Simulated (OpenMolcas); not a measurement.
# Yb³⁺ among point charges: CASSCF and CASPT2 levels and susceptibility

How does a field of 2 point charges split the states of Yb³⁺, and what χT follows?

Method: state-averaged CASSCF and CASPT2, spin-orbit coupling by RASSI with atomic mean-field integrals. Code: OpenMolcas 26.06.

## Step 1: The atom as given

```
Species                           : Yb³⁺ (ytterbium, Z = 70, 67 electrons)
Basis                             : ANO-RCC-VDZP [7s6p4d2f1g], 68 functions
Scalar Hamiltonian                : DKH2, point nucleus
Inactive shells                   : 1s 2s 2p 3s 3p 3d 4s 4p 4d 5s 5p
Active space                      : 13 electrons in 7 orbitals (4f)
Some configurations of this space : 4f¹³
Orbitals                          : optimised for the highest spin of each parity, averaged over all roots
```

Outer shells as boxes (Hund's rule):

4f13
```
4f [↑↓][↑↓][↑↓][↑↓][↑↓][↑↓][↑ ]
```

The ion sits among 2 point charges of -1.5 e arranged as a linear pair (D∞h), 3.02 Å from the ion.

The work runs as a chain of OpenMolcas steps in one folder; each step below is one input file. Labels, J, g values, rates, χT and fits are worked out afterwards by a script from the matrices that RASSI stores. The input lists half of the charges; inversion (Group=XYZ) makes the rest.

## Step 2: One- and two-electron integrals

The input, a.inp:

```
&GATEWAY
Coord
1

Yb 0.0 0.0 0.0
Basis=ANO-RCC-VDZP
Group=XYZ
NoMove
AngMom=0.0 0.0 0.0
AMFI
XField
1 Angstrom 0
0.000000 0.000000 3.020000 -1.500000
&SEWARD
```

The run is started by

```
> OMP_NUM_THREADS=1 MOLCAS_MEM=2252 MOLCAS_PROJECT=a pymolcas a.inp > a.log
```

Output:

```text
Basis set label: YB.ANO-RCC...7S6P4D2F1G.

      Electronic valence basis set:
      ------------------
      Associated Effective Charge  70.000000 au
      Associated Actual Charge     70.000000 au
      Nuclear Model: Point charge

      Shell  nPrim  nBasis  Cartesian Spherical Contaminant
         s      25       7        X
         p      22       6        X
         d      15       4                 X
         f      11       2                 X
         g       4       1                 X
                  Relativistic Douglas-Kroll-Hess integrals:
                    - DKH order of Hamiltonian: 2
                    - DKH order of Properties : 0
                  Atomic mean-field integrals
```

## Step 3: CASSCF: doublets of odd parity, 7 roots

The input, a.inp:

```
&RASSCF
FileOrb=start.orb
Symmetry=2
Spin=2
nActEl=13 0 0
Inactive=15 12
Ras2=0 7
CIRoot=7 7 1
SDav=7
CIMx=300
Iter=120 100
PrWF=0.3
OrbListing=Nothing
MaxOrb=0
>>> COPY $Project.JobIph JOB001
```

start.orb holds the contracted functions of the basis, ordered by shell, or the orbitals of the step before.

Output, shortened:

```text
[...]
      Number of active orbitals                  7
[...]
      Spin quantum number                      0.5
[...]
      Active orbitals                            0   7
[...]
      Number of CSFs                             7
      Number of root(s) required                 7
[...]
      Convergence after 27 iterations
[...]
      Natural orbitals and occupation numbers for root  1
      sym 2:   2.000000   2.000000   2.000000   1.000000   2.000000   2.000000   2.000000
      Natural orbitals and occupation numbers for root  2
      sym 2:   2.000000   2.000000   1.000000   2.000000   2.000000   2.000000   2.000000
      Natural orbitals and occupation numbers for root  3
      sym 2:   2.000000   1.000000   2.000000   2.000000   2.000000   2.000000   2.000000
::    RASSCF root number  1 Total energy: -14046.61000906
::    RASSCF root number  2 Total energy: -14046.60926482
::    RASSCF root number  3 Total energy: -14046.60926482
::    RASSCF root number  4 Total energy: -14046.60734730
::    RASSCF root number  5 Total energy: -14046.60734730
::    RASSCF root number  6 Total energy: -14046.60461907
::    RASSCF root number  7 Total energy: -14046.60461907
```

## Step 4: RASSI: spin-orbit coupling between the states

The input, a.inp:

```
&RASSI
NrOfJobIphs=1 7
1 2 3 4 5 6 7
IphNames
JOB001
EJob
SpinOrbit
DIPRint=1.0
SOCoupling=1000.0
Subsets=2
Property=9
'ANGMOM' 1 'ANGMOM' 2 'ANGMOM' 3 'MLTPL  1' 1 'MLTPL  1' 2 'MLTPL  1' 3
'AMFI' 1 'AMFI' 2 'AMFI' 3
SOProperty=3
'ANGMOM' 1 'ANGMOM' 2 'ANGMOM' 3
```

The run is started by

```
> OMP_NUM_THREADS=1 MOLCAS_MEM=2252 MOLCAS_PROJECT=a pymolcas a.inp > a.log
```

Output:

```text
SPIN-FREE ENERGIES:
  (Shifted by EMIN (a.u.) =     -14046.6100090619)

 SF State       Relative EMIN(au)   Rel lowest level(eV)    D:o, cm**(-1)      L_eff

     1             0.0000000000        0.0000000000              0.0000         3.0
     2             0.0007442417        0.0202518479            163.3422         3.0
     3             0.0007442417        0.0202518479            163.3422         3.0
     4             0.0026617626        0.0724302494            584.1894         3.0
     5             0.0026617626        0.0724302494            584.1894         3.0
     6             0.0053899874        0.1466690279           1182.9655         3.0
     7             0.0053899874        0.1466690279           1182.9655         3.0
     Dipole printing threshold changed to   1.00000000E+00
Eigenvalues of complex Hamiltonian:
   -----------------------------------
  (Shifted by EMIN (a.u.) =     -14046.6100090619)

 SO State       Relative EMIN(au)   Rel lowest level(eV)    D:o, cm**(-1)     J-value

     1            -0.0203052062        0.0000000000              0.0000         3.5
     2            -0.0203052062        0.0000000000              0.0000         3.5
     3            -0.0193218720        0.0267578883            215.8169         3.2
     4            -0.0193218720        0.0267578883            215.8169         3.2
     5            -0.0175289164        0.0755466953            609.3252         2.6
     6            -0.0175289164        0.0755466953            609.3252         2.6
     7            -0.0151292696        0.1408444105           1135.9868         1.4
     8            -0.0151292696        0.1408444105           1135.9868         1.4
     9             0.0279210086        1.3123021596          10584.4307         2.5
    10             0.0279210086        1.3123021596          10584.4307         2.5
    11             0.0295692829        1.3571539880          10946.1851         2.1
    12             0.0295692829        1.3571539880          10946.1851         2.1
    13             0.0323869560        1.4338267785          11564.5929         1.2
    14             0.0323869560        1.4338267785          11564.5929         1.2
Weights of the five most important spin-orbit-free states for each spin-orbit state.

 SO State  Total energy (au)           Spin-free states, spin, and weights
 -------------------------------------------------------------------------------------------------------
    1        -0.020305       1 0.5  0.5790    2 0.5  0.2105    3 0.5  0.2105    5 0.5  0.0000    4 0.5  0.0000
    2        -0.020305       1 0.5  0.5790    2 0.5  0.2105    3 0.5  0.2105    5 0.5  0.0000    4 0.5  0.0000
    3        -0.019322       3 0.5  0.3651    2 0.5  0.3651    5 0.5  0.1349    4 0.5  0.1349    1 0.5  0.0000
    4        -0.019322       3 0.5  0.3651    2 0.5  0.3651    5 0.5  0.1349    4 0.5  0.1349    1 0.5  0.0000
    5        -0.017529       4 0.5  0.4351    5 0.5  0.4351    6 0.5  0.0649    7 0.5  0.0649    3 0.5  0.0000
    6        -0.017529       4 0.5  0.4351    5 0.5  0.4351    7 0.5  0.0649    6 0.5  0.0649    3 0.5  0.0000
    7        -0.015129       6 0.5  0.5000    7 0.5  0.5000    5 0.5  0.0000    4 0.5  0.0000    2 0.5  0.0000
    8        -0.015129       7 0.5  0.5000    6 0.5  0.5000    5 0.5  0.0000    4 0.5  0.0000    2 0.5  0.0000
    9         0.027921       1 0.5  0.4210    2 0.5  0.2895    3 0.5  0.2895    5 0.5  0.0000    4 0.5  0.0000
   10         0.027921       1 0.5  0.4210    2 0.5  0.2895    3 0.5  0.2895    5 0.5  0.0000    4 0.5  0.0000
   11         0.029569       5 0.5  0.3651    4 0.5  0.3651    3 0.5  0.1349    2 0.5  0.1349    1 0.5  0.0000
   12         0.029569       5 0.5  0.3651    4 0.5  0.3651    3 0.5  0.1349    2 0.5  0.1349    1 0.5  0.0000
```

Time for these steps: 3.7 s (1 thread of Arm Neoverse V1, shared host).

Spin-free states, with their symmetry labels:

| state | degeneracy | E (cm-1) | free-ion L (%) |
| --- | --- | --- | --- |
| 2Sigma | 1 | 0 | F (100) |
| 2Pi | 2 | 163 | F (100) |
| 2Delta | 2 | 584 | F (100) |
| 2Phi | 2 | 1183 | F (100) |

With spin-orbit coupling:

```
E (cm-1)  Degeneracy  2S+1     J  abs mJ (%)               g
     0.0           2     2  3.50   1/2 (100)  1.16 4.58 4.58
   215.8           2     2  3.50   3/2 (100)  0.00 0.00 3.46
   609.3           2     2  3.50   5/2 (100)  0.00 0.00 5.74
    1136           2     2  3.50   7/2 (100)  0.00 0.00 8.00
   10584           2     2  2.50   1/2 (100)  0.84 2.58 2.58
   10946           2     2  2.50   3/2 (100)  0.00 0.00 2.54
   11565           2     2  2.50   5/2 (100)  0.00 0.00 4.26
```

Principal g values are given for doublets only; a zero marks a field direction without first-order Zeeman splitting.

Powder χT (cm³ K/mol): 1.37 at 2 K, 1.39 at 5 K, 1.43 at 10 K, 1.51 at 20 K, 1.75 at 50 K, 2.05 at 100 K, 2.22 at 150 K, 2.31 at 200 K, 2.37 at 250 K, 2.42 at 300 K.

Stevens parameters of the J = 7/2 multiplet, 1136 cm⁻¹ wide (cm⁻¹): B20 = 3.140e+01, B40 = -3.338e-02, B60 = 1.907e-04.

Orbitals of the lowest block (energies include the constant potential of the surroundings):

| shell | space | energy (hartree) | mean occupation | ⟨r²⟩ (bohr²) |
| --- | --- | --- | --- | --- |
| 1s | inactive | -2262.4169 | 2.000 | 0.000497 |
| 2s | inactive | -389.0470 | 2.000 | 0.00812 |
| 2p | inactive | -343.9571 | 6.000 | 0.00664 |
| 3s | inactive | -90.4277 | 2.000 | 0.0534 |
| 3p | inactive | -76.4862 | 6.000 | 0.0538 |
| 3d | inactive | -58.9537 | 10.000 | 0.0451 |
| 4s | inactive | -19.5081 | 2.000 | 0.270 |
| 4p | inactive | -14.8136 | 6.000 | 0.305 |
| 4d | inactive | -8.4055 | 10.000 | 0.365 |
| 4f | RAS2 |  | 13.000 | 0.688 |
| 5s | inactive | -3.1117 | 2.000 | 1.68 |
| 5p | inactive | -1.8728 | 6.000 | 2.29 |

## Step 5: CASPT2: IPEA 0.25, imaginary shift 0.1 (closed shells correlated: 5s 5p)

The input, a.inp:

```
>>> COPY JOB001 $Project.JobIph
&CASPT2
Multistate=7 1 2 3 4 5 6 7
NoMult
Frozen=14 9
IPEA=0.25
Imaginary=0.1
MaxIter=60
WThr=0.0 0.3 0.05
PrWF=0.5
NoMix
```

The run is started by

```
> OMP_NUM_THREADS=1 MOLCAS_MEM=2252 MOLCAS_PROJECT=a pymolcas a.inp > a.log
```

Output:

```text
Orbital specifications:
      -----------------------

      Symmetry species                           1   2
                                                ag  au
      Frozen orbitals                           14   9
      Inactive orbitals                          1   3
      Active orbitals                            0   7
      Secondary orbitals                        21  13
      Deleted orbitals                           0   0
      Number of basis functions                 36  32
Type of calculation                        SS-CASPT2
      Fock operator                              state-specific
      IPEA shift                                 0.25
      Real shift                                 0.00
      Imaginary shift                            0.10
      The input orbitals will be transformed to quasi-canonical
Reference energy:      -14046.6100090619
      E2 (Non-variational):      -0.7808227286
      Shift correction:          -0.0001778620
      E2 (Variational):          -0.7810005906
      Total energy:          -14047.3910096525
      Residual norm:              0.0000009280
      Reference weight:           0.90320
      Contributions to the CASPT2 correlation energy
      Active & Virtual Only:         -0.4691641430
      One Inactive Excited:          -0.1908627373
      Two Inactive Excited:          -0.1207958482
Reference energy:      -14046.6092648202
      E2 (Non-variational):      -0.7808835128
      Shift correction:          -0.0001781231
      E2 (Variational):          -0.7810616359
      Total energy:          -14047.3903264562
      Residual norm:              0.0000007004
      Reference weight:           0.90316
      Contributions to the CASPT2 correlation energy
      Active & Virtual Only:         -0.4691742677
      One Inactive Excited:          -0.1909087601
      Two Inactive Excited:          -0.1208004850
::    CASPT2 Root  1     Total energy: -14047.39100965
::    CASPT2 Root  2     Total energy: -14047.39032646
::    CASPT2 Root  3     Total energy: -14047.39032645
::    CASPT2 Root  4     Total energy: -14047.38791018
::    CASPT2 Root  5     Total energy: -14047.38791003
::    CASPT2 Root  6     Total energy: -14047.38528718
::    CASPT2 Root  7     Total energy: -14047.38528718
```

This run took 1.5 s in all on 1 thread of Arm Neoverse V1, shared host.

SS-CASPT2: lowest energy less the reference's lowest, -0.7810 hartree; reference weights 0.903.

Spin-free states, with their symmetry labels:

| state | degeneracy | E (cm-1) | free-ion L (%) |
| --- | --- | --- | --- |
| 2Sigma | 1 | 0 | F (100) |
| 2Pi | 2 | 150 | F (100) |
| 2Delta | 2 | 680 | F (100) |
| 2Phi | 2 | 1256 | F (100) |

With spin-orbit coupling:

| E (cm-1) | Degeneracy | 2S+1 | J | abs mJ (%) | g |
| --- | --- | --- | --- | --- | --- |
| 0 | 2 | 2 | 3.50 | 1/2 (100) | 1.16 4.58 4.58 |
| 240 | 2 | 2 | 3.50 | 3/2 (100) | 0.00 0.00 3.47 |
| 710 | 2 | 2 | 3.50 | 5/2 (100) | 0.00 0.00 5.74 |
| 1210 | 2 | 2 | 3.50 | 7/2 (100) | 0.00 0.00 8.00 |
| 10580 | 2 | 2 | 2.50 | 1/2 (100) | 0.84 2.58 2.58 |
| 11020 | 2 | 2 | 2.50 | 3/2 (100) | 0.00 0.00 2.53 |
| 11650 | 2 | 2 | 2.50 | 5/2 (100) | 0.00 0.00 4.26 |

Powder χT (cm³ K/mol): 1.37 at 2 K, 1.39 at 5 K, 1.42 at 10 K, 1.50 at 20 K, 1.71 at 50 K, 2.00 at 100 K, 2.18 at 150 K, 2.28 at 200 K, 2.35 at 250 K, 2.39 at 300 K.

## Step 6: The methods side by side

A. CASSCF
B. SS-CASPT2, IPEA 0.25, imaginary shift 0.1 (closed shells correlated: 5s 5p)

| method | ground state | first state of that spin (cm-1) | first gap with spin-orbit (cm-1) | χT at 300 K |
| --- | --- | --- | --- | --- |
| A | 2Sigma | 2Pi 163.3 | 215.8 | 2.42 |
| B | 2Sigma | 2Pi 149.9 | 237.4 | 2.39 |

## Step 7: What came out

| quantity | value |
| --- | --- |
| method | SS-CASPT2, IPEA 0.25, imaginary shift 0.1 (closed shells correlated: 5s 5p) |
| spin-free ground state | 2Sigma, 1-fold in its orbital part |
| first state of the same spin within the active space | 2Pi at 150 cm⁻¹ |
| lowest level | 2-fold, g = 1.16, 4.58, 4.58 |
| next level | 237.4 cm⁻¹ |
| χT at 300 K | 2.39 cm³ K/mol |
| effective moment at 300 K | 4.37 μB |

Cost by method:

| method | time of its own steps | time with the reference |
| --- | --- | --- |
| A. CASSCF | 3.7 s | 3.7 s |
| B. SS-CASPT2, IPEA 0.25, imaginary shift 0.1, +5s 5p | 1.5 s | 5.1 s |

Times are of one thread on a shared host.

In words: The spin-free ground state (2Sigma) comes to 100 % from free-ion F terms and keeps the highest spin of the shell. This is an electrostatic model: the charges have no orbitals.
